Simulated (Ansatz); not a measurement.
# BH₄SbTe: one species, many methods

The task here is to estimate one member of a computed series from the others.

Computed with Ansatz 0.2.0, Gaussian basis. Level: functionals in def2-TZVPP, the program's frozen cores in correlated methods.

Plan: LDA (SPW92), PBE-D4, revPBE-D4, BLYP-D4, r2SCAN-D4, B97M-V, PBE0-D4, B3LYP-D4, r2SCANh-D4, r2SCAN0-D4, HSE06-D4, BHLYP-D4, CAM-B3LYP-D4, LC-ωPBE, ωB97X-V, ωB97M-V, B2PLYP, PBE-QIDH; CCSD(T)/def2-SVP; CCSD(T)/def2-TZVPP; MP2/def2-QZVPP; extrapolation to the limit; RPA on PBE.

### The geometry

An earlier PBE0-D4 in a triple-zeta def2 set relaxation fixed the geometry. Sb, Te take the def2 core potential; no spin-orbit term is included.

SMILES `[BH2][SbH][TeH]`, 7 atoms, charge 0, spin multiplicity 1.

Atoms are counted from 1 here; the program's logs count them from 0.

Bond lengths: B1–Sb2 2.207 Å, B1–H4 1.192 Å, B1–H5 1.194 Å, Sb2–Te3 2.750 Å, Sb2–H6 1.706 Å, Te3–H7 1.658 Å. Angles: Sb2–B1–H4 119.6°, Sb2–B1–H5 119.5°, H4–B1–H5 120.6°, B1–Sb2–Te3 95.9°, B1–Sb2–H6 95.0°, Te3–Sb2–H6 97.5°, Sb2–Te3–H7 91.5°.

Coordinates:

```
B    -1.2898    0.5299   -0.7161
Sb   -0.0897    0.0621    1.0763
Te    1.9153   -1.2624   -0.2611
H    -1.5000   -0.3221   -1.5235
H    -1.8152    1.5977   -0.8087
H     0.6641    1.5906    1.1530
H     2.1766   -2.2640    1.0343
```

Set-up of the first run:

The input, in.yaml:

```yaml
crystal:
  periodic: [false, false, false]
  atoms:
    - {symbol: B, position_ang: [-1.289830, 0.529940, -0.716089]}
    - {symbol: Sb, position_ang: [-0.089670, 0.062073, 1.076348]}
    - {symbol: Te, position_ang: [1.915258, -1.262384, -0.261087]}
    - {symbol: H, position_ang: [-1.500048, -0.322061, -1.523455]}
    - {symbol: H, position_ang: [-1.815189, 1.597697, -0.808721]}
    - {symbol: H, position_ang: [0.664051, 1.590639, 1.153021]}
    - {symbol: H, position_ang: [2.176627, -2.264006, 1.034284]}
basis:
  gaussian: {orbitals: def2-TZVPP}
hamiltonian: {xc: lda}
output: {orbitals: {seedname: orbitals}}
```

Command:

```
ansatz run in.yaml --threads 2 --pin off --events-out ev --progress --plain --max-ram 4352MiB
```

Steps of the session up to this table: LDA; PBE-D4 (GGA); revPBE-D4 (GGA); BLYP-D4 (GGA); r2SCAN-D4 (meta-GGA); B97M-V (meta-GGA); PBE0-D4 (hybrid); B3LYP-D4 (hybrid); r2SCANh-D4 (hybrid); r2SCAN0-D4 (hybrid); HSE06-D4 (hybrid); BHLYP-D4 (hybrid); CAM-B3LYP-D4 (range-separated); LC-ωPBE (range-separated); ωB97X-V (range-separated); ωB97M-V (range-separated); B2PLYP (double hybrid); PBE-QIDH (double hybrid).

One of the session's tables, all rows but one given; the rest of the session is left out.

It belongs to the step «Frontier levels by functional». 

```
  functional  HOMO (eV)  LUMO (eV)  gap (eV)
 LDA (SPW92)      -5.61      -3.69      1.93
      PBE-D4      -5.46      -3.44      2.03
   revPBE-D4      -5.41      -3.34      2.07
     BLYP-D4      -5.28      -3.27      2.01
   r2SCAN-D4      -5.69      -3.19      2.50
      B97M-V      -5.69      -3.21      2.49
     PBE0-D4      -6.46      -2.58      3.88
    B3LYP-D4      -6.23      -2.75      3.48
  r2SCANh-D4      -6.05      -2.88      3.17
  r2SCAN0-D4      -6.61      -2.44      4.17
    HSE06-D4      -6.07      -2.95      3.12
    BHLYP-D4      -7.29      -1.61      5.68
CAM-B3LYP-D4      -7.64      -1.53      6.11
     LC-ωPBE          ?          ?         ?
     ωB97X-V      -8.62      -0.54      8.08
     ωB97M-V      -8.51      -0.74      7.77
```

Q: Estimate the row for LC-ωPBE from the others.

As computed: HOMO (eV): -8.93; LUMO (eV): -0.45; gap (eV): 8.48. In the column «HOMO (eV)» it is the lowest.
